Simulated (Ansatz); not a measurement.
**TiCl4 in a box, Cl2 in a box: relaxing the atoms**

The task, for TiCl4 in a box, Cl2 in a box: 2 runs in a chain (relaxing the atoms).

Program: Ansatz 0.2.0. Level of theory: DFT PBE, scalar-relativistic, plane waves, PAW. These are calculated values, not measurements.

## 1. The system as given

Symmetry: P-43m, No. 215, cubic system. The conventional cell has a = 13.000 Å, b = 13.000 Å, c = 13.000 Å, α = 90.00°, β = 90.00°, γ = 90.00°. Ti (site symmetry -43m) is surrounded by 4 Cl at 2.17 Å. Around Cl (site symmetry 3m) lie 1 Ti at 2.17 Å.

As a file:

```
Ti Cl
1.0
    13.00000    0.00000    0.00000
     0.00000   13.00000    0.00000
     0.00000    0.00000   13.00000
Ti Cl
1 4
Direct
  0.50000 0.50000 0.50000
  0.59637 0.59637 0.59637
  0.59637 0.40363 0.40363
  0.40363 0.59637 0.40363
  0.40363 0.40363 0.59637
```

## 2. Relaxing the atoms: TiCl4 in a box, no spin

File input.yaml:

```yaml
crystal:
  lattice:
    - [13.0, 0.0, 0.0]
    - [0.0, 13.0, 0.0]
    - [0.0, 0.0, 13.0]
  atoms:
    - { symbol: Ti, position: [0.5, 0.5, 0.5] }
    - { symbol: Cl, position: [0.59637308, 0.59637308, 0.59637308] }
    - { symbol: Cl, position: [0.59637308, 0.40362692, 0.40362692] }
    - { symbol: Cl, position: [0.40362692, 0.59637308, 0.40362692] }
    - { symbol: Cl, position: [0.40362692, 0.40362692, 0.59637308] }
scf:
  occupations: { method: gaussian, width: 0.03 }
output:
  forces: true
  stress: false
  eigenvalues: true
  write_density: true
  write_potential: true
  elf: true
  volumetric_format: npy
hamiltonian:
  xc: pbe
kpoints:
  mp_grid: { grid: [1, 1, 1] }
relax:
  f_tol: 0.01
```

The run is started by

```
ansatz run input.yaml --threads 8 --pin off --max-ram 24576MiB --backend cpu --events-out ev --progress --plain --runs-dir out
```

Log, shortened:

```text
Warning: RAYON_NUM_THREADS=8 ignored (pool sized by the plan → 8); use --threads N
[...]
Pseudopotentials: kind: paw
Pseudopotential: Ti, paw, valence charge 12, recommended cutoff 420 eV (normal), Ti.paw.azcp
Pseudopotential: Cl, paw, valence charge 7, recommended cutoff 420 eV (normal), Cl.paw.azcp
Functional definition: PBE
[...]
Crystal: 5 atoms, lattice volume = 2197.000 Å³
Basis set: ecut = 420 eV, 42931 PW (Γ), exchange–correlation on 180×180×180 points (8 copies of the dense FFT grid, shifted against one another)
Bands: 25, of which v1, the nominal top of the filled ones, is band 20 counted from 1 (19 counted from 0)
Symmetry: 24 space group operations
Space group: P-43m (ITA 215), of the structure as read, at distance tolerance 1.3e-4 Å
k-points: 1
[...]
SCF iter   1: F=—  HF=-6825.673186 eV  |F-HF|=—  |Δ(HF+E_count)|=         —  Δρ=4.31e-4  dr2=3.73e-3  ethr=1.77e-3  ⟨swp⟩=6.0  Hψ=118  notcnv=0
[...]
relax step   1: F+E_penalty+E_count = -6825.68068884 eV  Δ(F+E_penalty+E_count) = +0.000e0 eV  max|allowed force component| = 1.393e-1 eV/Å  Δτ_max = 0.0000 Å  (6 SCF iters, dr2 threshold 2.50e-6 eV, accepted)
[...]
relax step   2: F+E_penalty+E_count = -6825.68701746 eV  Δ(F+E_penalty+E_count) = -6.329e-3 eV  max|allowed force component| = 2.950e-3 eV/Å  Δτ_max = 0.0129 Å  (7 SCF iters, dr2 threshold 1.21e-6 eV, accepted)
[...]
relax step   3: F+E_penalty+E_count = -6825.68701745 eV  Δ(F+E_penalty+E_count) = +1.040e-8 eV  max|allowed force component| = 3.029e-3 eV/Å  Δτ_max = 0.0000 Å  (2 SCF iters, accepted)
WARN: The output density's exchange-correlation potential varies sharply where the density is thin. Do not read a vacuum level from v_tot or v_xc, or from such a field of the output density. On a cell that repeats whose density bears no net charge and no dipole along the vacuum's axis use [...]
SCF converged after 2 iterations
Free energy (F): -6825.687017 eV
[...]
E sigma→0 (E₀):  -6825.687017 eV
Fermi energy:    -5.898920 eV
[...]
--- Forces (eV/Å), atoms counted from 1 ---
  atom   1  Ti    -0.00000000     0.00000000     0.00000000
  atom   2  Cl     0.00302867     0.00302867     0.00302867
  atom   3  Cl     0.00302867    -0.00302867    -0.00302867
  atom   4  Cl    -0.00302867     0.00302867    -0.00302867
  atom   5  Cl    -0.00302867    -0.00302867     0.00302867
[...]
--- Band table (eV) ---
  k-point 0: bands = ["-63.3948", "-39.6658", "-39.6658", "-39.6658", "-20.4529", "-20.1726", "-20.1726", "-20.1726", "-9.5998", "-9.2267", "-9.2267", "-9.2267", "-8.8664", "-8.8664", "-8.5171", "-8.5171", "-8.5171", "-7.7233", "-7.7233", "-7.7233", "-4.0747", "-4.0747", "-3.2895", [...]
--- Relaxed structure (3 steps of the walk, 3 accepted, 0 SCFs on fresh bases) ---
  F+E_penalty+E_count = -6825.68701745 eV   max|allowed force component| = 3.029e-3 eV/Å
  atoms:
    - { symbol: Ti, position: [0.5, 0.5, 0.5] }
    - { symbol: Cl, position: [0.5969465686886088, 0.5969465686886088, 0.5969465686886088] }
    - { symbol: Cl, position: [0.5969465686886088, 0.40305343131139115, 0.40305343131139115] }
    - { symbol: Cl, position: [0.40305343131139115, 0.5969465686886088, 0.40305343131139115] }
    - { symbol: Cl, position: [0.40305343131139115, 0.40305343131139115, 0.5969465686886088] }
```

It took 3.6 s on 8 threads of Intel Xeon 6975P-C (Granite Rapids), shared host; peak memory 1.2 GiB.

Relaxation path:

```csv
step,E - E(step 1) (eV/cell),largest force component (eV/Å)
1,0.0000,0.1393
2,-0.0063,0.0029
3,-0.0063,0.0030
```

Step 1 is the start.

Density in a lattice plane of the grid's cell (edges 13.00 and 13.00 Å, at 0.403 of the third edge), which holds Cl.

Values in e/Å³, 12 rows by 12 columns:
```
0.00 0.00 0.00 0.00 0.00 0.00 0.00 0.00 0.00 0.00 0.00 0.00
0.00 0.00 0.00 0.00 0.00 0.00 0.00 0.00 0.00 0.00 0.00 0.00
0.00 0.00 0.00 0.00 0.00 0.01 0.00 0.00 0.00 0.00 0.00 0.00
0.00 0.00 0.00 0.00 0.16 0.69 0.06 0.00 0.00 0.00 0.00 0.00
0.00 0.00 0.00 0.01 0.69 0.85 0.25 0.01 0.00 0.00 0.00 0.00
0.00 0.00 0.00 0.00 0.06 0.25 0.14 0.25 0.06 0.00 0.00 0.00
0.00 0.00 0.00 0.00 0.00 0.01 0.25 0.85 0.69 0.01 0.00 0.00
0.00 0.00 0.00 0.00 0.00 0.00 0.06 0.69 0.16 0.00 0.00 0.00
0.00 0.00 0.00 0.00 0.00 0.00 0.00 0.01 0.00 0.00 0.00 0.00
0.00 0.00 0.00 0.00 0.00 0.00 0.00 0.00 0.00 0.00 0.00 0.00
0.00 0.00 0.00 0.00 0.00 0.00 0.00 0.00 0.00 0.00 0.00 0.00
0.00 0.00 0.00 0.00 0.00 0.00 0.00 0.00 0.00 0.00 0.00 0.00
```
Columns run along the first of these edges and rows up along the second, over one cell in 12 and 12 even steps from the bottom left corner. Atoms in the plane (fractional): Cl at (0.60, 0.40), Cl at (0.40, 0.60).

ELF in the same plane.

Values, 12 rows by 12 columns:
```
0.00 0.00 0.00 0.00 0.00 0.00 0.00 0.00 0.00 0.00 0.00 0.00
0.00 0.00 0.00 0.00 0.00 0.00 0.00 0.00 0.00 0.00 0.00 0.00
0.00 0.00 0.00 0.01 0.10 0.21 0.05 0.00 0.00 0.00 0.00 0.00
0.00 0.00 0.00 0.10 0.72 0.87 0.52 0.01 0.00 0.00 0.00 0.00
0.00 0.00 0.00 0.21 0.87 0.42 0.68 0.02 0.01 0.00 0.00 0.00
0.00 0.00 0.00 0.05 0.52 0.68 0.07 0.68 0.52 0.05 0.00 0.00
0.00 0.00 0.00 0.00 0.01 0.02 0.68 0.42 0.87 0.21 0.00 0.00
0.00 0.00 0.00 0.00 0.00 0.01 0.52 0.87 0.72 0.10 0.00 0.00
0.00 0.00 0.00 0.00 0.00 0.00 0.05 0.21 0.10 0.01 0.00 0.00
0.00 0.00 0.00 0.00 0.00 0.00 0.00 0.00 0.00 0.00 0.00 0.00
0.00 0.00 0.00 0.00 0.00 0.00 0.00 0.00 0.00 0.00 0.00 0.00
0.00 0.00 0.00 0.00 0.00 0.00 0.00 0.00 0.00 0.00 0.00 0.00
```
Columns run along the first of these edges and rows up along the second, over one cell in 12 and 12 even steps from the bottom left corner. Atoms in the plane (fractional): Cl at (0.60, 0.40), Cl at (0.40, 0.60).

Both are smooth fields of the valence electrons: close to the nuclei they are not physical.

Maxima of ELF outside the ion cores: 0.89 beside Cl, off the lines to its neighbours, 0.8 Å from Cl.

## 3. Relaxing the atoms: Cl2 in a box

File input.yaml:

```yaml
crystal:
  lattice:
    - [12.0, 0.0, 0.0]
    - [0.0, 12.0, 0.0]
    - [0.0, 0.0, 12.0]
  atoms:
    - { symbol: Cl, position: [0.5, 0.5, 0.41708333] }
    - { symbol: Cl, position: [0.5, 0.5, 0.58291667] }
scf:
  occupations: { method: gaussian, width: 0.03 }
output:
  forces: true
  stress: false
  eigenvalues: true
hamiltonian:
  xc: pbe
kpoints:
  mp_grid: { grid: [1, 1, 1] }
relax:
  f_tol: 0.01
```

The run is started by

```
ansatz run input.yaml --threads 8 --pin off --max-ram 24576MiB --backend cpu --events-out ev --progress --plain --runs-dir out
```

Log, shortened:

```text
Warning: RAYON_NUM_THREADS=8 ignored (pool sized by the plan → 8); use --threads N
[...]
[... 3 set-up lines as earlier in the session ...]
[...]
Crystal: 2 atoms, lattice volume = 1728.000 Å³
Basis set: ecut = 420 eV, 33833 PW (Γ), exchange–correlation on 162×162×162 points (8 copies of the dense FFT grid, shifted against one another)
Bands: 11, of which v1, the nominal top of the filled ones, is band 7 counted from 1 (6 counted from 0)
Symmetry: 16 space group operations
Space group: P4/mmm (ITA 123), of the structure as read, at distance tolerance 1.2e-4 Å
k-points: 1
[...]
SCF iter   1: F=—  HF=-2158.886006 eV  |F-HF|=—  |Δ(HF+E_count)|=         —  Δρ=2.15e-4  dr2=1.74e-4  ethr=1.77e-3  ⟨swp⟩=8.0  Hψ=85  notcnv=0
[...]
relax step   3: F+E_penalty+E_count = -2158.88831294 eV  Δ(F+E_penalty+E_count) = -1.253e-5 eV  max|allowed force component| = 3.793e-4 eV/Å  Δτ_max = 0.0006 Å  (3 SCF iters, accepted)
SCF converged after 3 iterations
Free energy (F): -2158.888313 eV
[...]
E sigma→0 (E₀):  -2158.888313 eV
Fermi energy:    -5.600093 eV
[...]
--- Forces (eV/Å), atoms counted from 1 ---
  atom   1  Cl     0.00000000     0.00000000    -0.00037927
  atom   2  Cl     0.00000000     0.00000000     0.00037927
[...]
--- Band table (eV) ---
  k-point 0: bands = ["-23.2490", "-19.0768", "-11.7153", "-9.6858", "-9.6858", "-7.0745", "-7.0745", "-4.1259", "-0.2988", "0.7291", "0.8262"]
--- Relaxed structure (3 steps of the walk, 3 accepted, 0 SCFs on fresh bases) ---
  F+E_penalty+E_count = -2158.88831294 eV   max|allowed force component| = 3.793e-4 eV/Å
  atoms:
    - { symbol: Cl, position: [0.5, 0.5, 0.4165047095020225] }
    - { symbol: Cl, position: [0.5, 0.5, 0.5834952904979774] }
```

It took 1.8 s on 8 threads of Intel Xeon 6975P-C (Granite Rapids), shared host; peak memory 0.9 GiB.

The steps of the relaxation:

| step | energy from step 1 (eV/cell) | largest force component (eV/Å) |
| --- | --- | --- |
| 1 | 0.0000 | 0.2711 |
| 2 | -0.0019 | 0.0217 |
| 3 | -0.0019 | 0.0004 |

Step 1 is the start.

## 4. The runs side by side

| step | system | energy (eV) | gap on the mesh (eV) | time |
| --- | --- | --- | --- | --- |
| 2 | TiCl4 in a box | -6825.687 | 3.65 | 3.6 s |
| 3 | Cl2 in a box | -2158.888 | 2.95 | 1.8 s |

Totals of different systems or levels have different zeros; only balanced differences at one level mean anything.

The values hold for the settings typed; their convergence was not tested in this session.

These are semilocal Kohn-Sham gaps, which aren't the measured quantity. Such gaps usually fall short of the measured ones.
